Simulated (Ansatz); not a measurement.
# Os: the cost of one run

Method: DFT PBEsol, scalar-relativistic, in Ansatz 0.2.0.

6 further runs of the same task are left out: 6 that didn't finish.

### 1 The starting structure

Symmetry: P6_3/mmc, No. 194, hexagonal system. The conventional cell has a = 2.734 Å, b = 2.734 Å, c = 4.320 Å, α = 90.00°, β = 90.00°, γ = 120.00°. Os (site symmetry -6m2) has 12 Os at 2.68 to 2.73 Å as nearest neighbours.

Coordinates:

```cif
data_structure
_symmetry_space_group_name_H-M 'P6_3/mmc'
_symmetry_Int_Tables_number 194
_cell_length_a 2.7341
_cell_length_b 2.7341
_cell_length_c 4.3197
_cell_angle_alpha 90.000
_cell_angle_beta 90.000
_cell_angle_gamma 120.000
_cell_volume 27.96
loop_
_atom_site_label
_atom_site_type_symbol
_atom_site_symmetry_multiplicity
_atom_site_Wyckoff_symbol
_atom_site_fract_x
_atom_site_fract_y
_atom_site_fract_z
_atom_site_occupancy
Os1 Os 2 c 0.33333 0.66667 0.25000 1
```

The file gives the conventional cell by its symmetry; the runs use the cell typed in the input.

Atoms are numbered in the order of the input: Os1, Os2.

### 2 The deformed structure

Space group P6_3/mmc before, P6_3/mmc after.

### 3 All-electron LAPW

Input file input.yaml:

```yaml
crystal:
  lattice:
    - [2.6520769762, 0.0, 0.0]
    - [-1.3260384882, 2.2967660342, 0.0]
    - [0.0, 0.0, 4.3197]
  atoms:
    - { symbol: Os, position: [0.3333333333, 0.6666666667, 0.25] }
    - { symbol: Os, position: [0.6666666667, 0.3333333333, 0.75] }
kpoints:
  mp_grid: { grid: [15, 15, 9] }
  band_path:
    path:
      - [0.0, 0.0, 0.0]
      - [0.5, 0.0, 0.0]
      - [0.3333333333, 0.3333333333, 0.0]
      - [0.0, 0.0, 0.0]
      - [0.0, 0.0, 0.5]
      - [0.5, 0.0, 0.5]
      - [0.3333333333, 0.3333333333, 0.5]
      - [0.0, 0.0, 0.5]
      - [0.5, 0.0, 0.5]
    npoints: 5
scf:
  occupations: { method: fermi_dirac, width: 0.05 }
hamiltonian:
  xc: pbesol
  pseudopotentials: { kind: all_electron, lapw: { basis_error: 0.0005 } }
output:
  forces: true
  stress: true
  eigenvalues: true
```

Launch:

```
ansatz run input.yaml --threads 1 --pin off --max-ram 3072MiB --backend cpu --events-out ev --progress --plain --runs-dir out
```

What time and memory should one allow on 1 thread of Arm Neoverse V2, shared host?

About 88 s, with a peak of 0.75 GiB.
